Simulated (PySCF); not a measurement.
# C₃H₈GeO₂Si: electronic excitations

Wanted: the electronic excitations of C₃H₈GeO₂Si (`O=CO/C=[CH]\[GeH2][SiH3]`), by calculation.

Computed with PySCF 2.14.0, with density-fitted response routines of our own, on a single molecule in the gas phase. Atoms are numbered from 0 throughout.

**1. The starting structure**

15 atoms, charge 0, multiplicity 1; geometry from: GFN2-xTB.

Bonds of the start (Å): O0–C1 1.20, C1–O2 1.31, O2–C3 1.39, C3–C4 1.32, C4–Ge5 1.97, Ge5–Si6 2.34, C1–H7 1.10, C3–H8 1.09, C4–H9 1.08, Ge5–H10 1.53, Ge5–H11 1.50, Si6–H12 1.46, Si6–H13 1.46, Si6–H14 1.47.

**2. Excited states and response: CAM-B3LYP/def2-SVPD**

Job settings and geometry (Å):

```
{"job": {"kind": "uv", "xc": "CAM-B3LYP", "basis": "def2-SVPD", "nstates": 8, "ntriplets": 3}, "charge": 0, "multiplicity": 1}
O     -0.882309     0.180200     1.482986
C     -1.536276     0.945035     0.829363
O     -1.944750     0.812219    -0.408789
C     -1.692265    -0.333797    -1.161051
C     -0.657165    -1.153480    -1.089415
Ge     0.948607    -1.115112     0.053139
Si     1.926493     0.956589     0.521439
H     -1.916708     1.902849     1.226119
H     -2.503944    -0.452098    -1.871414
H     -0.688688    -1.971814    -1.797135
H      1.873986    -1.979803    -0.809115
H      0.646058    -2.050540     1.190480
H      2.000323     1.220621     1.954595
H      3.277145     1.015415    -0.040035
H      1.145080     2.031706    -0.103081
```

Level: TDDFT CAM-B3LYP/def2-SVPD, vertical, gas phase, core orbitals frozen in the response.

Launch:

```
$ OMP_NUM_THREADS=1 python probes_run.py task.json out
```

This one command runs all jobs of the session in turn.

What it wrote:

```text
coarse grid: 59504 points
cycle   1  E = -2635.3390547036  dE =  4.120e-01  |g| = 9.398e-01  |ddm| = 5.442e+00
cycle   2  E = -2635.1621799240  dE =  1.769e-01  |g| = 1.390e+00  |ddm| = 2.399e+00
cycle   3  E = -2635.4989163567  dE = -3.367e-01  |g| = 2.092e-01  |ddm| = 1.420e+00
cycle   4  E = -2635.5059136002  dE = -6.997e-03  |g| = 6.629e-02  |ddm| = 2.812e-01
cycle   5  E = -2635.5066821412  dE = -7.685e-04  |g| = 1.596e-02  |ddm| = 7.489e-02
cycle   6  E = -2635.5067264575  dE = -4.432e-05  |g| = 5.688e-03  |ddm| = 2.979e-02
cycle   7  E = -2635.5067328027  dE = -6.345e-06  |g| = 1.124e-03  |ddm| = 1.179e-02
final grid: 123984 points
cycle   8  E = -2635.5067268134  dE = -1.326e-07  |g| = 1.365e-03  |ddm| = 6.805e-03
cycle   9  E = -2635.5067265269  dE =  2.864e-07  |g| = 1.790e-03  |ddm| = 3.710e-03
cycle  10  E = -2635.5067272415  dE = -7.146e-07  |g| = 9.334e-05  |ddm| = 1.976e-03
cycle  11  E = -2635.5067272438  dE = -2.318e-09  |g| = 5.327e-05  |ddm| = 2.145e-04
cycle  12  E = -2635.5067272445  dE = -6.421e-10  |g| = 2.222e-05  |ddm| = 1.127e-04
converged SCF energy = -2635.5067272445

Static polarisability (au): isotropic 100.659, principal 82.764 107.644 111.570

Singlet excitations
state   eV       nm        f      main configurations
  1   5.5264    224.3   0.00206   H-2->L 0.30, H-1->L 0.30, H-4->L 0.12
  2   5.9110    209.8   0.05763   H->L 0.85
  3   6.6647    186.0   0.01967   H-2->L 0.48, H-1->L 0.20
  4   6.8994    179.7   0.00889   H->L+1 0.38, H-1->L+1 0.21, H-4->L 0.09
  5   6.9892    177.4   0.10075   H->L+1 0.30, H-1->L 0.26
  6   7.1253    174.0   0.00544   H->L+2 0.54, H->L+1 0.10, H->L+3 0.10
  7   7.2597    170.8   0.05684   H-1->L+1 0.27, H->L+2 0.23, H->L+3 0.09
  8   7.5208    164.9   0.09394   H->L+3 0.40, H-1->L+1 0.12, H->L+5 0.09

Triplet excitations (Tamm-Dancoff, eV): 4.1800 5.0797 5.7497
```

It took 54 s on 1 thread of Arm Neoverse V2, shared host; peak memory 1 GiB.

Frontier orbitals and where they lie:

```
orbital      eV                        atoms
 HOMO−3  -10.65  Ge5 26 %, H11 21 %, C4 15 %
 HOMO−2   -9.88   C4 22 %, Ge5 18 %, O0 16 %
 HOMO−1   -9.50  Ge5 28 %, H10 22 %, O0 16 %
   HOMO   -8.96    C4 26 %, C3 24 %, O2 12 %
   LUMO    0.04    C1 24 %, O0 17 %, C4 14 %
 LUMO+1    0.94  Ge5 23 %, Si6 20 %, C4 10 %
 LUMO+2    1.00   Ge5 26 %, Si6 18 %, C4 8 %
```

With each of the 8 states as a Gaussian band of 0.4 eV half-width at 1/e, the curve within the window shown has maxima at 210 nm (ε 2,400), 173 nm (ε 7,900) L/(mol cm). Beyond the last state computed it falls off for lack of states. The curve at chosen wavelengths:

| nm | ε (L/mol/cm) |
| --- | --- |
| 159 | 2556 |
| 163 | 4901 |
| 166 | 6431 |
| 170 | 7640 |
| 174 | 7853 |
| 178 | 7098 |
| 181 | 5992 |
| 185 | 4215 |
| 189 | 2671 |
| 192 | 1914 |
| 196 | 1513 |
| 200 | 1662 |
| 204 | 2050 |
| 207 | 2297 |
| 211 | 2384 |
| 215 | 2156 |
| 219 | 1715 |
| 222 | 1340 |
| 226 | 884 |
| 230 | 537 |
| 233 | 353 |
| 237 | 192 |
| 241 | 100 |
| 245 | 51 |
| 248 | 30 |
| 252 | 15 |

Ground-state properties from the same run:

```
           property  computed
  dipole moment (D)      1.97
polarisability (Å³)     14.92
 HOMO–LUMO gap (eV)      9.00
      −ε(HOMO) (eV)      8.96
```

**3. Summary of results**

| quantity | value |
| --- | --- |
| lowest singlet (CAM-B3LYP/def2-SVPD) | 5.53 eV (224 nm), f = 0.002 |
| brightest single state of those computed | state 5, 6.99 eV, f = 0.101 |
| lowest triplet | 4.18 eV |

The lowest singlet, at 5.53 eV, is HOMO−2→LUMO 0.30, HOMO−1→LUMO 0.30 and is weak; of the 8 states computed, the strongest absorption comes from state 5 at 6.99 eV (the last state computed is bright too, and its partners may lie past the list). The lowest triplet lies 1.35 eV below the lowest singlet (triplets in Tamm-Dancoff, singlets in full TDDFT).
